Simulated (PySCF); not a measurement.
# C₂H₉BNOSi−: runs on many settings

Which settings matter for C₂H₉BNOSi− (`C=C[B@H-](N)O[SiH3]`)?

The runs use PySCF 2.14.0, with density-fitted response routines of our own; the level of theory stands in each step. All values are computed, except where a source is named. Atoms are numbered from 0 throughout.

### Step 1. Starting geometry

15 atoms, charge -1, multiplicity 1; geometry from: GFN2-xTB.

Bonds of the start (Å): C0–C1 1.32, C1–B2 1.62, B2–N3 1.53, B2–O4 1.53, O4–Si5 1.55, C0–H6 1.09, C0–H7 1.08, C1–H8 1.09, B2–H9 1.21, N3–H10 1.01, N3–H11 1.02, Si5–H12 1.48, Si5–H13 1.49, Si5–H14 1.49.

### Step 2. Nuclear shieldings: PBE0/pcSseg-1

Job settings and geometry (Å):

```
{"job": {"kind": "nmr", "xc": "PBE0", "basis": "pcSseg-1"}, "charge": -1, "multiplicity": 1}
C      2.527684    -0.800601    -0.266272
C      1.426791    -0.231500     0.195102
B      0.257133     0.467592    -0.675785
N      0.385809     1.990780    -0.575754
O     -1.069571     0.053824    -0.033849
Si    -2.379039    -0.778087    -0.027927
H      3.291812    -1.253570     0.364493
H      2.732574    -0.839606    -1.326746
H      1.290295    -0.233303     1.277712
H      0.239363     0.122895    -1.834726
H     -0.399240     2.434768    -1.040629
H      0.339818     2.281660     0.395651
H     -2.616893    -1.681366    -1.180523
H     -3.569417     0.115721     0.021656
H     -2.461533    -1.641218     1.180031
```

Level: GIAO PBE0/pcSseg-1 NMR shielding, non-relativistic, gas phase.

Command:

```
> OMP_NUM_THREADS=1 python probes_run.py task.json out
```

One launch serves the whole session: the jobs run in the order shown.

What it wrote:

```text
coarse grid: 12616 points
cycle   1  E = -525.3533008809  dE =  4.647e-01  |g| = 9.538e-01  |ddm| = 3.321e+00
cycle   2  E = -524.8473708422  dE =  5.059e-01  |g| = 1.819e+00  |ddm| = 3.780e+00
cycle   3  E = -525.5496631071  dE = -7.023e-01  |g| = 2.182e-01  |ddm| = 2.912e+00
cycle   4  E = -525.5581715780  dE = -8.508e-03  |g| = 9.366e-02  |ddm| = 2.522e-01
cycle   5  E = -525.5599218039  dE = -1.750e-03  |g| = 2.022e-02  |ddm| = 8.669e-02
cycle   6  E = -525.5600104992  dE = -8.870e-05  |g| = 5.366e-03  |ddm| = 2.242e-02
cycle   7  E = -525.5600172785  dE = -6.779e-06  |g| = 9.563e-04  |ddm| = 5.519e-03
final grid: 116104 points
cycle   8  E = -525.6009936609  dE = -2.783e-05  |g| = 1.072e-02  |ddm| = 2.324e-02
cycle   9  E = -525.6009665200  dE =  2.714e-05  |g| = 1.622e-02  |ddm| = 2.073e-02
cycle  10  E = -525.6010159093  dE = -4.939e-05  |g| = 1.692e-03  |ddm| = 1.322e-02
cycle  11  E = -525.6010165453  dE = -6.360e-07  |g| = 2.406e-04  |ddm| = 1.970e-03
cycle  12  E = -525.6010165552  dE = -9.916e-09  |g| = 1.130e-04  |ddm| = 2.923e-04
cycle  13  E = -525.6010165578  dE = -2.664e-09  |g| = 3.169e-05  |ddm| = 1.009e-04
cycle  14  E = -525.6010165581  dE = -2.419e-10  |g| = 9.964e-06  |ddm| = 3.960e-05
converged SCF energy = -525.6010165581

GIAO shielding tensors (ppm)
atom      isotropic    diamagn.    paramagn.     s11        s22        s33       span
  0 C       73.502     253.352    -179.850    -37.503    101.214    156.793    194.296
  1 C       11.283     257.994    -246.711   -132.766      9.890    156.726    289.492
  2 B      104.894     183.493     -78.599     93.109    103.649    117.924     24.814
  3 N      220.085     313.750     -93.665    206.352    210.516    243.387     37.035
  4 O      285.225     398.084    -112.859    195.794    313.349    346.532    150.738
  5 Si     431.259     879.921    -448.662    376.904    382.145    534.728    157.825
  6 H       26.786      30.305      -3.519     23.718     25.817     30.824      7.106
  7 H       26.838      32.123      -5.285     24.337     25.638     30.539      6.202
  8 H       25.013      33.660      -8.647     18.706     27.424     28.909     10.203
  9 H       28.728      31.359      -2.631     26.198     28.790     31.195      4.997
 10 H       32.390      31.772       0.618     27.038     29.270     40.862     13.824
 11 H       32.691      32.352       0.339     27.850     30.230     39.993     12.143
 12 H       26.584      29.682      -3.098     23.761     24.456     31.535      7.774
 13 H       26.611      29.507      -2.896     23.141     24.574     32.120      8.979
 14 H       26.629      29.967      -3.339     23.166     24.679     32.041      8.874
```

Run time: 15 s. Hardware: 1 thread of Arm Neoverse V2, shared host; peak memory 0.71 GiB.

The references, computed at this level on geometries of the same kind, shield at (ppm): 1H TMS 31.72, 13C TMS 186.9, 29Si TMS 349.2, 15N NH3 267.7, 17O H2O 336.1, 11B BF3·OEt2 100.1. Their shielding less the atom's gives the shift. The references are single molecules in the gas phase, so shifts against H2O, NH3, PH3, H3PO4 or CFCl3 are not on the usual liquid scales and can be off by tens of ppm. Atoms listed in one row are averaged.

| atoms | environment | σ (ppm) | δ (ppm) |
| --- | --- | --- | --- |
| C1 | alkene CH | 11.3 | 175.6 |
| C0 | terminal =CH2 carbon | 73.5 | 113.4 |
| H8 | hydrogen on an alkene CH | 25.01 | 6.70 |
| H12, H13, H14 | hydrogen on a silicon bonded to O | 26.61 | 5.11 |
| H6 | hydrogen on a terminal =CH2 carbon | 26.79 | 4.93 |
| H7 | hydrogen on a terminal =CH2 carbon | 26.84 | 4.88 |
| H9 | hydrogen on a boron bonded to C, N, O | 28.73 | 2.99 |
| H10, H11 | hydrogen on a nitrogen bonded to B | 32.54 | -0.82 |
| B2 | boron bonded to C, N, O, H | 104.9 | -4.8 |
| N3 | nitrogen bonded to B, 2 H | 220.1 | 47.6 |
| O4 | oxygen bonded to B, Si | 285.2 | 50.9 |
| Si5 | silicon bonded to O, 3 H | 431.3 | -82.1 |

Charges from the same density, by scheme (e):

| atoms | Mulliken | IAO | Hirshfeld | ESP fit |
| --- | --- | --- | --- | --- |
| C0 | -0.24 | -0.36 | -0.16 | -0.54 |
| C1 | -0.35 | -0.22 | -0.12 | -0.20 |
| B2 | 0.52 | 0.10 | 0.03 | 0.86 |
| N3 | -0.54 | -0.68 | -0.36 | -1.20 |
| O4 | -0.66 | -0.74 | -0.31 | -0.69 |
| Si5 | 0.73 | 0.89 | 0.30 | 0.68 |

Mayer bond orders: C0–C1 2.03, C1–B2 0.82, B2–N3 1.02, B2–O4 0.66, O4–Si5 1.28.

### Step 3. Ultraviolet spectrum: PBE0/def2-SVPD

The job, as its differences from that of step 2:

```diff
@@ -1,2 +1,2 @@
-{"job": {"kind": "nmr", "xc": "PBE0", "basis": "pcSseg-1"}, "charge": -1, "multiplicity": 1}
+{"job": {"kind": "uv", "xc": "PBE0", "basis": "def2-SVPD", "nstates": 6, "ntriplets": 2}, "charge": -1, "multiplicity": 1}
 C      2.527684    -0.800601    -0.266272
```

Method: TDDFT PBE0/def2-SVPD, vertical, gas phase, core orbitals frozen in the response.

What it wrote:

```text
coarse grid: 12616 points
cycle   1  E = -525.1150085310  dE =  4.203e-01  |g| = 9.143e-01  |ddm| = 5.333e+00
cycle   2  E = -524.5438467523  dE =  5.712e-01  |g| = 1.854e+00  |ddm| = 1.071e+01
cycle   3  E = -525.3117434627  dE = -7.679e-01  |g| = 1.826e-01  |ddm| = 7.844e+00
cycle   4  E = -525.3173586773  dE = -5.615e-03  |g| = 1.003e-01  |ddm| = 7.921e-01
cycle   5  E = -525.3195557726  dE = -2.197e-03  |g| = 2.056e-02  |ddm| = 4.216e-01
cycle   6  E = -525.3196531115  dE = -9.734e-05  |g| = 4.347e-03  |ddm| = 8.929e-02
cycle   7  E = -525.3196579796  dE = -4.868e-06  |g| = 8.965e-04  |ddm| = 1.677e-02
final grid: 116104 points
cycle   8  E = -525.3900339841  dE = -2.842e-05  |g| = 9.481e-03  |ddm| = 1.246e-01
cycle   9  E = -525.3900102650  dE =  2.372e-05  |g| = 1.446e-02  |ddm| = 6.800e-02
cycle  10  E = -525.3900533227  dE = -4.306e-05  |g| = 1.487e-03  |ddm| = 3.657e-02
cycle  11  E = -525.3900538474  dE = -5.247e-07  |g| = 2.429e-04  |ddm| = 2.468e-03
cycle  12  E = -525.3900538585  dE = -1.110e-08  |g| = 1.087e-04  |ddm| = 1.567e-03
cycle  13  E = -525.3900538610  dE = -2.485e-09  |g| = 3.369e-05  |ddm| = 3.340e-04
cycle  14  E = -525.3900538613  dE = -2.930e-10  |g| = 8.612e-06  |ddm| = 1.271e-04
converged SCF energy = -525.3900538613

Static polarisability (au): isotropic 92.768, principal 82.809 87.599 107.896

Singlet excitations
state   eV       nm        f      main configurations
  1   5.0949    243.3   0.02832   H->L+1 0.59, H->L 0.30
  2   5.3695    230.9   0.03824   H->L 0.66, H->L+1 0.31
  3   5.5550    223.2   0.00357   H->L+2 0.87
  4   5.7589    215.3   0.01217   H-1->L 0.56, H-1->L+1 0.27, H-1->L+2 0.10
  5   5.8590    211.6   0.01719   H-1->L+1 0.62, H-1->L 0.14, H-1->L+2 0.11
  6   5.8998    210.1   0.01435   H->L+3 0.81

Triplet excitations (Tamm-Dancoff, eV): 4.4136 4.9242
```

It took 23 s on 1 thread of Arm Neoverse V2, shared host; peak memory 0.81 GiB.

The orbitals next to the gap, with their largest atomic shares:

| orbital | eV | atoms |
| --- | --- | --- |
| HOMO−3 | -3.31 | O4 34 %, B2 12 %, C1 10 % |
| HOMO−2 | -3.00 | C1 32 %, C0 31 %, B2 8 % |
| HOMO−1 | -2.56 | O4 20 %, B2 20 %, C1 16 % |
| HOMO | -1.94 | N3 62 %, O4 11 %, H11 6 % |
| LUMO | 4.08 | Si5 55 %, H13 12 %, H14 11 % |
| LUMO+1 | 4.33 | B2 26 %, Si5 24 %, H12 8 % |
| LUMO+2 | 4.70 | C0 25 %, C1 24 %, Si5 10 % |

With each of the 6 states as a Gaussian band of 0.4 eV half-width at 1/e, the curve within the window shown has maxima at 229 nm (ε 2,800) L/(mol cm). Beyond the last state computed it falls off for lack of states. The curve at chosen wavelengths:

nm, ε (L/mol/cm) and a bar:
```
      200        846 ########
      203       1219 ############
      206       1601 ################
      209       1944 ####################
      212       2221 #######################
      215       2427 #########################
      218       2574 ###########################
      221       2683 ############################
      224       2765 #############################
      227       2818 ##############################
      230       2833 ##############################
      233       2796 ##############################
      236       2699 #############################
      239       2539 ###########################
      242       2324 ########################
      245       2068 #####################
      248       1787 ##################
      251       1502 ###############
      254       1228 ############
      257        977 #########
      260        758 #######
      263        573 #####
      266        423 ###
      269        305 ##
      272        216 #
      275        149
```

Ground-state properties from the same run:

| property | computed |
| --- | --- |
| polarisability (Å³) | 13.75 |
| HOMO–LUMO gap (eV) | 6.02 |
| −ε(HOMO) (eV) | 1.94 |

### Step 4. Nuclear shieldings: PBE0/def2-SVPD

The job, as its differences from that of step 3:

```diff
@@ -1,2 +1,2 @@
-{"job": {"kind": "uv", "xc": "PBE0", "basis": "def2-SVPD", "nstates": 6, "ntriplets": 2}, "charge": -1, "multiplicity": 1}
+{"job": {"kind": "nmr", "xc": "PBE0", "basis": "def2-SVPD", "pop": false}, "charge": -1, "multiplicity": 1}
 C      2.527684    -0.800601    -0.266272
```

Level: GIAO PBE0/def2-SVPD NMR shielding, non-relativistic, gas phase.

What it wrote:

```text
coarse grid: 12616 points
cycle   1  E = -525.1150085310  dE =  4.203e-01  |g| = 9.143e-01  |ddm| = 5.333e+00
cycle   2  E = -524.5438467523  dE =  5.712e-01  |g| = 1.854e+00  |ddm| = 1.071e+01
cycle   3  E = -525.3117434627  dE = -7.679e-01  |g| = 1.826e-01  |ddm| = 7.844e+00
cycle   4  E = -525.3173586773  dE = -5.615e-03  |g| = 1.003e-01  |ddm| = 7.921e-01
cycle   5  E = -525.3195557726  dE = -2.197e-03  |g| = 2.056e-02  |ddm| = 4.216e-01
cycle   6  E = -525.3196531115  dE = -9.734e-05  |g| = 4.347e-03  |ddm| = 8.929e-02
cycle   7  E = -525.3196579796  dE = -4.868e-06  |g| = 8.965e-04  |ddm| = 1.677e-02
final grid: 116104 points
cycle   8  E = -525.3900339841  dE = -2.842e-05  |g| = 9.481e-03  |ddm| = 1.246e-01
cycle   9  E = -525.3900102650  dE =  2.372e-05  |g| = 1.446e-02  |ddm| = 6.800e-02
cycle  10  E = -525.3900533227  dE = -4.306e-05  |g| = 1.487e-03  |ddm| = 3.657e-02
cycle  11  E = -525.3900538474  dE = -5.247e-07  |g| = 2.429e-04  |ddm| = 2.468e-03
cycle  12  E = -525.3900538585  dE = -1.110e-08  |g| = 1.087e-04  |ddm| = 1.567e-03
cycle  13  E = -525.3900538610  dE = -2.485e-09  |g| = 3.369e-05  |ddm| = 3.340e-04
cycle  14  E = -525.3900538613  dE = -2.930e-10  |g| = 8.612e-06  |ddm| = 1.271e-04
converged SCF energy = -525.3900538613

GIAO shielding tensors (ppm)
atom      isotropic    diamagn.    paramagn.     s11        s22        s33       span
  0 C       89.622     281.400    -191.779    -10.674    110.847    168.692    179.366
  1 C       29.338     253.498    -224.160   -107.169     26.271    168.912    276.080
  2 B      111.711     207.092     -95.381    100.942    110.400    123.791     22.849
  3 N      227.326     276.419     -49.094    213.088    224.376    244.514     31.426
  4 O      292.043     391.839     -99.796    225.155    310.488    340.486    115.331
  5 Si     482.143     888.584    -406.441    434.263    440.206    571.962    137.699
  6 H       26.813      30.805      -3.992     23.900     25.936     30.602      6.702
  7 H       26.821      28.527      -1.706     24.149     25.987     30.328      6.179
  8 H       25.097      39.693     -14.596     18.435     27.871     28.986     10.551
  9 H       28.788      29.685      -0.897     26.261     29.036     31.066      4.804
 10 H       32.459      28.804       3.655     27.498     29.536     40.342     12.843
 11 H       32.840      30.096       2.744     28.354     30.645     39.521     11.168
 12 H       26.480      32.922      -6.442     23.644     24.398     31.399      7.755
 13 H       26.392      31.780      -5.388     22.842     24.493     31.840      8.998
 14 H       26.461      33.765      -7.304     22.902     24.618     31.863      8.961
```

It took 19 s on 1 thread of Arm Neoverse V2, shared host; peak memory 0.82 GiB.

In short: δ C1 164.8, C0 104.5, B2 -4.1, N3 41.9, H8 6.78, H12 5.43 ppm (means over like atoms).

### Step 5. Nuclear shieldings: wB97X-D/pcSseg-1

The job, as its differences from that of step 4:

```diff
@@ -1,2 +1,2 @@
-{"job": {"kind": "nmr", "xc": "PBE0", "basis": "def2-SVPD", "pop": false}, "charge": -1, "multiplicity": 1}
+{"job": {"kind": "nmr", "xc": "wB97X-D", "basis": "pcSseg-1", "pop": true, "scf": {"guess": "vsap"}}, "charge": -1, "multiplicity": 1}
 C      2.527684    -0.800601    -0.266272
```

Method: GIAO wB97X-D/pcSseg-1 NMR shielding, non-relativistic, gas phase.

What it wrote:

```text
final grid: 116104 points
cycle   1  E = -510.7889744761  dE =  1.261e+01  |g| = 6.249e+00  |ddm| = 5.216e+01
cycle   2  E = -479.7275625894  dE =  3.106e+01  |g| = 1.152e+01  |ddm| = 5.335e+01
cycle   3  E = -523.4176357858  dE = -4.369e+01  |g| = 3.324e+00  |ddm| = 1.313e+01
cycle   4  E = -525.4218133873  dE = -2.004e+00  |g| = 1.425e+00  |ddm| = 2.694e+00
cycle   5  E = -525.8548621097  dE = -4.330e-01  |g| = 5.933e-01  |ddm| = 1.325e+00
cycle   6  E = -525.9195416003  dE = -6.468e-02  |g| = 1.844e-01  |ddm| = 5.302e-01
cycle   7  E = -525.9274742898  dE = -7.933e-03  |g| = 4.427e-02  |ddm| = 1.832e-01
cycle   8  E = -525.9279565317  dE = -4.822e-04  |g| = 1.558e-02  |ddm| = 6.558e-02
cycle   9  E = -525.9280095330  dE = -5.300e-05  |g| = 4.620e-03  |ddm| = 1.675e-02
cycle  10  E = -525.9280166161  dE = -7.083e-06  |g| = 1.613e-03  |ddm| = 8.450e-03
cycle  11  E = -525.9280176618  dE = -1.046e-06  |g| = 3.587e-04  |ddm| = 4.207e-03
cycle  12  E = -525.9280177152  dE = -5.340e-08  |g| = 9.355e-05  |ddm| = 9.513e-04
cycle  13  E = -525.9280177195  dE = -4.244e-09  |g| = 2.717e-05  |ddm| = 2.980e-04
cycle  14  E = -525.9280177199  dE = -3.877e-10  |g| = 1.184e-05  |ddm| = 7.877e-05
converged SCF energy = -525.9280177199

GIAO shielding tensors (ppm)
atom      isotropic    diamagn.    paramagn.     s11        s22        s33       span
  0 C       73.307     253.457    -180.150    -39.902    102.539    157.284    197.186
  1 C       10.567     258.425    -247.859   -135.786      9.120    158.366    294.152
  2 B      106.205     182.371     -76.165     94.479    105.067    119.071     24.593
  3 N      221.055     314.295     -93.240    207.273    212.284    243.607     36.335
  4 O      288.607     398.703    -110.097    207.420    313.322    345.079    137.659
  5 Si     431.309     879.644    -448.336    377.915    382.964    533.048    155.133
  6 H       26.975      30.421      -3.446     23.882     26.030     31.012      7.130
  7 H       26.974      32.236      -5.262     24.446     25.758     30.717      6.270
  8 H       25.144      33.858      -8.714     18.848     27.540     29.045     10.197
  9 H       28.908      31.632      -2.724     26.393     28.940     31.392      4.999
 10 H       32.521      31.899       0.623     27.185     29.439     40.940     13.754
 11 H       32.773      32.529       0.244     27.894     30.390     40.035     12.141
 12 H       26.807      29.821      -3.014     23.984     24.727     31.711      7.727
 13 H       26.832      29.616      -2.784     23.393     24.817     32.287      8.894
 14 H       26.856      30.105      -3.250     23.427     24.931     32.208      8.781
```

It took 21 s on 1 thread of Arm Neoverse V2, shared host; peak memory 0.79 GiB.

In short: δ C1 176.5, C0 113.8, B2 -5.3, N3 45.0, H8 6.69, H12 5.00 ppm (means over like atoms).

### Step 6. NMR shieldings: WP04/pcseg-1

The job, as its differences from that of step 5:

```diff
@@ -1,2 +1,2 @@
-{"job": {"kind": "nmr", "xc": "wB97X-D", "basis": "pcSseg-1", "pop": true, "scf": {"guess": "vsap"}}, "charge": -1, "multiplicity": 1}
+{"job": {"kind": "nmr", "xc": "WP04", "basis": "pcseg-1", "pop": false, "scf": {"aux": "def2-qzvpp-jkfit"}}, "charge": -1, "multiplicity": 1}
 C      2.527684    -0.800601    -0.266272
```

Level: GIAO WP04/pcseg-1 NMR shielding, non-relativistic, gas phase.

What it wrote:

```text
final grid: 116104 points
cycle   1  E = -534.5364816197  dE =  4.223e-01  |g| = 1.243e+00  |ddm| = 3.843e+00
cycle   2  E = -532.9775578293  dE =  1.559e+00  |g| = 2.855e+00  |ddm| = 5.980e+00
cycle   3  E = -534.8540897282  dE = -1.877e+00  |g| = 3.673e-01  |ddm| = 5.229e+00
cycle   4  E = -534.8760811678  dE = -2.199e-02  |g| = 2.183e-01  |ddm| = 5.402e-01
cycle   5  E = -534.8860447430  dE = -9.964e-03  |g| = 4.392e-02  |ddm| = 2.030e-01
cycle   6  E = -534.8864890134  dE = -4.443e-04  |g| = 1.260e-02  |ddm| = 5.244e-02
cycle   7  E = -534.8865286853  dE = -3.967e-05  |g| = 4.418e-03  |ddm| = 1.621e-02
cycle   8  E = -534.8865330506  dE = -4.365e-06  |g| = 1.579e-03  |ddm| = 5.197e-03
cycle   9  E = -534.8865336989  dE = -6.483e-07  |g| = 2.433e-04  |ddm| = 1.610e-03
cycle  10  E = -534.8865337146  dE = -1.570e-08  |g| = 6.031e-05  |ddm| = 3.527e-04
cycle  11  E = -534.8865337155  dE = -9.294e-10  |g| = 1.860e-05  |ddm| = 8.827e-05
converged SCF energy = -534.8865337155

GIAO shielding tensors (ppm)
atom      isotropic    diamagn.    paramagn.     s11        s22        s33       span
  0 C       80.528     255.004    -174.476    -21.038    104.987    157.634    178.672
  1 C       20.189     257.458    -237.269   -116.014     17.891    158.692    274.706
  2 B      105.956     188.694     -82.738     94.273    105.886    117.707     23.434
  3 N      216.761     312.885     -96.123    203.759    211.103    235.422     31.663
  4 O      283.057     399.489    -116.432    227.907    296.083    325.182     97.274
  5 Si     433.639     878.582    -444.942    380.857    387.332    532.728    151.872
  6 H       27.652      30.545      -2.893     24.898     26.719     31.340      6.442
  7 H       27.619      32.784      -5.165     25.301     26.320     31.237      5.937
  8 H       25.885      34.242      -8.357     19.819     28.101     29.736      9.917
  9 H       29.626      32.788      -3.162     27.115     29.571     32.192      5.077
 10 H       32.840      31.799       1.041     27.853     30.109     40.557     12.704
 11 H       33.093      32.745       0.348     28.352     31.146     39.781     11.429
 12 H       27.831      30.928      -3.097     24.862     25.793     32.838      7.976
 13 H       27.898      30.567      -2.670     24.483     25.879     33.330      8.848
 14 H       27.897      31.324      -3.427     24.474     25.949     33.269      8.795
```

It took 11 s on 1 thread of Arm Neoverse V2, shared host; peak memory 0.65 GiB.

This run: σ C1 20.2, C0 80.5, B2 106.0, N3 216.8, H8 25.89, H7 27.62 ppm.

### Step 7. Side by side: NMR shifts

Shifts (ppm) of some atoms, chosen among heavy atoms and hydrogens apart, means over like atoms, with basis size and wall time:

| run | C1 | C0 | H12 | H6 | N3 | O4 | Si5 | functions | time |
| --- | --- | --- | --- | --- | --- | --- | --- | --- | --- |
| PBE0/pcSseg-1 | 175.6 | 113.4 | 5.11 | 4.93 | 47.6 | 50.9 | -82.1 | 154 | 15 s |
| PBE0/def2-SVPD | 164.8 | 104.5 | 5.43 | 5.06 | 41.9 | 46.3 | -97.5 | 199 | 19 s |
| wB97X-D/pcSseg-1 | 176.5 | 113.8 | 5.00 | 4.86 | 45.0 | 46.1 | -80.7 | 154 | 21 s |
| WP04/pcseg-1 | 166.5 | 106.1 | 4.21 | 4.43 | 38.4 | 42.4 | -120.9 | 133 | 11 s |

### Step 8. Outcome

```
                                                              quantity                                    value
                                13C shifts against TMS (PBE0/pcSseg-1)                         175.6, 113.4 ppm
1H shifts against TMS (PBE0/pcSseg-1, means over atoms taken as alike)  6.70, 5.11, 4.93, 4.88, 2.99, -0.82 ppm
                           11B shifts against BF3·OEt2 (PBE0/pcSseg-1)                                 -4.8 ppm
                                15N shifts against NH3 (PBE0/pcSseg-1)                                 47.6 ppm
                                17O shifts against H2O (PBE0/pcSseg-1)                                 50.9 ppm
                               29Si shifts against TMS (PBE0/pcSseg-1)                                -82.1 ppm
                                       lowest singlet (PBE0/def2-SVPD)              5.09 eV (243 nm), f = 0.028
                              brightest single state of those computed              state 2, 5.37 eV, f = 0.038
                                                        lowest triplet                                  4.41 eV
                                             range of the shift of Si5                      -120.9 to -80.7 ppm
```

In words: Single values in the summary come from the first sound run of each kind (PBE0/pcSseg-1; PBE0/def2-SVPD), which need not be the best level. At PBE0/pcSseg-1: The widest tensor belongs to C1: span 289 ppm, with a paramagnetic part of -247 ppm. The first singlet state (HOMO→LUMO+1 0.59, HOMO→LUMO 0.30) lies at 5.09 eV and is weak; of the 6 states computed, the strongest absorption comes from state 2 at 5.37 eV. The lowest triplet lies 0.68 eV below the lowest singlet (triplets in Tamm-Dancoff, singlets in full TDDFT). The lowest singlet lies above −ε(HOMO); no detachment energy was computed, so the anion's states may not be bound. Among the atoms with a shift in every run: In ppm, Si5 moves most: its shift spreads over 40.3 ppm, from -120.9 (WP04/pcseg-1) to -80.7 (wB97X-D/pcSseg-1). Most of that comes from the computed reference, not from the atom's own shielding.
